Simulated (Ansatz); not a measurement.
Write a Python script for the Ansatz DFT code, driven from Python that makes a single point of Lu₃TlC (distorted cell). Use: r2SCAN, PAW, cutoff 653 eV, 4×4×4 k-points, Methfessel-Paxton smearing of 0.1 eV.

```
Lu Tl C
1.0
     4.74607    0.00000    0.00000
     0.00000    4.74607    0.00000
     0.00000    0.00000    4.74607
Lu Tl C
3 1 1
Direct
  0.47907 0.01720 0.49834
  0.00370 0.54315 0.51055
  0.51362 0.50248 0.00925
  0.01641 0.04441 0.98809
  0.51537 0.49217 0.49498
```

`lu3tlc.py`:
```python
# -*- coding: utf-8 -*-
"""Single point of Lu3TlC, atoms off their sites."""

import ansatz as az
from ase import Atoms
import numpy as np
from pymatgen.core import Structure
from scipy.ndimage import map_coordinates

atoms = Atoms(
    ["Lu", "Lu", "Lu", "Tl", "C"],
    scaled_positions=[
        (0.47907, 0.0172, 0.49834),
        (0.0037, 0.54315, 0.51055),
        (0.51362, 0.50248, 0.00925),
        (0.01641, 0.04441, 0.98809),
        (0.51537, 0.49217, 0.49498),
    ],
    cell=[
        (4.74607, 0.0, 0.0),
        (0.0, 4.74607, 0.0),
        (0.0, 0.0, 4.74607),
    ],
    pbc=True,
)
xtal = az.Crystal.from_ase(atoms)

# the calculation
calc = (
    xtal.calculation()
    .functional("r2scan")
    .basis(24 * az.Ha, xc_grid=1)
    .accuracy("medium")
    .kpoints(4, center="monkhorst-pack")
    .occupations("methfessel_paxton")
    .eigensolver("davidson")
    .scf(tolerance=1e-05, extra_bands=16)
    .density_of_states(energy_step=0.1, method="tetrahedron", nscf_kmesh_spacing=0.36)
    .band_table()
    .density()
)
def show(event):
    row = event["data"]
    if event["event"] == "scf_iter" and row.get("harris_foulkes_ev") is not None:
        print(f"  iteration {row['iter']:3d}  Harris-Foulkes {row['harris_foulkes_ev']:.5f} eV  residual {row['dr2_ev']:.2e}")


outcome = calc.session().plan().execute(on_event=show)
summary = outcome.report

for key in ("converged", "n_iterations", "n_electrons", "n_kpoints", "n_pw", "n_symmetry_ops", "free_energy_ev", "fermi_energy_ev"):
    print(f"{key:18s} {summary[key]}")

dos = outcome.density_of_states()
energy = np.asarray(dos.energies_ev) - dos.fermi_ev
top = min(levels[-1] for levels in summary["eigenvalues_ev"]) - dos.fermi_ev  # the computed bands end here
total = np.asarray(dos.spin_summed_g_bin_mean_per_ev)
print("E - E_F (eV)   states/eV")
for e in np.arange(-6, min(4, top), 1.0):
    print(f"{e:8.1f} {np.interp(e, energy, total):12.3f}")

final = Structure(outcome.lattice.cell_ang, [s.symbol for s in outcome.lattice.sites], [s.position_frac for s in outcome.lattice.sites])
# smooth valence density along the shortest bond of atom 0
rho = outcome.density()
total = sum(channel.density_e_per_ang3 for channel in rho.channels[:2])
grid_cell = np.asarray(rho.fft_grid_basis) @ outcome.lattice.cell_ang
partner = min(final.get_neighbors(final[0], 5.0), key=lambda n: n.nn_distance)
line = np.linspace(final[0].coords, partner.coords, 13)
points = (line @ np.linalg.inv(grid_cell)) * rho.dims
values = map_coordinates(total, points.T, order=3, mode="grid-wrap")
print(f"from {final[0].specie} to {partner.specie}, {partner.nn_distance:.3f} A")
for t, value in zip(np.linspace(0, partner.nn_distance, 13), values):
    print(f"{t:7.3f} A  {value:9.4f} e/A^3")
```

```console
$ python lu3tlc.py
  iteration   1  Harris-Foulkes -55944.41643 eV  residual 1.07e-01
  iteration   2  Harris-Foulkes -55944.47914 eV  residual 5.17e-02
  iteration   3  Harris-Foulkes -55944.44426 eV  residual 1.73e-02
  iteration   4  Harris-Foulkes -55944.44410 eV  residual 1.29e-03
  iteration   5  Harris-Foulkes -55944.44406 eV  residual 3.06e-04
  iteration   6  Harris-Foulkes -55944.44405 eV  residual 3.37e-05
  iteration   7  Harris-Foulkes -55944.44406 eV  residual 4.50e-06
  iteration   8  Harris-Foulkes -55944.44406 eV  residual 2.60e-06
converged          True
n_iterations       8
n_electrons        92.0
n_kpoints          32
n_pw               3959
n_symmetry_ops     1
free_energy_ev     -55944.444054705826
fermi_energy_ev    14.717024485483035
E - E_F (eV)   states/eV
    -6.0        0.000
    -5.0       86.606
    -4.0        2.104
    -3.0        2.557
    -2.0        1.655
    -1.0        6.436
     0.0        0.034
     1.0        2.745
     2.0        2.234
     3.0        0.546
from Lu to C, 2.261 A
  0.000 A    47.2994 e/A^3
  0.188 A    37.9929 e/A^3
  0.377 A    20.4572 e/A^3
  0.565 A     8.1218 e/A^3
  0.754 A     2.6684 e/A^3
  0.942 A     0.8983 e/A^3
  1.130 A     0.5275 e/A^3
  1.319 A     0.5773 e/A^3
  1.507 A     0.8483 e/A^3
  1.696 A     1.2787 e/A^3
  1.884 A     1.6494 e/A^3
  2.072 A     1.6873 e/A^3
  2.261 A     1.5788 e/A^3
```

Reading the output:
- The settings weren't tested for convergence.
- Spin-orbit coupling, left out here, can change this gap by several tenths of an eV, and inverted bands can meet off the mesh.
- The zero of the levels is a convention of the potentials, so an absolute Fermi energy is no work function.
- xc_grid=1 is under the default for a meta-GGA and makes forces and stresses depend on the grid.
- An opening on this mesh may only mean that it misses a point where bands touch.
- The crystal has a gap of about 0.68 eV on the mesh; bins of finite width blur the band edges.
- Spin-orbit coupling, which matters for elements this heavy, is left out.
- The fields are valence quantities on the plane-wave grid; their values near the nuclei depend on the potentials.
- The cell is a database structure, distorted on purpose.
- The computed bands are complete only to about 8.4 eV above the Fermi level; beyond that the density of states is undercounted.
- Hardware and time: 2.3 min on 1 thread of Arm Neoverse V2, on a shared host, peak memory 0.64 GiB.

(A comment or docstring line of the script was reworded after the run, the code is as it ran; lines on the test bed's own set-up are left out of the output.)
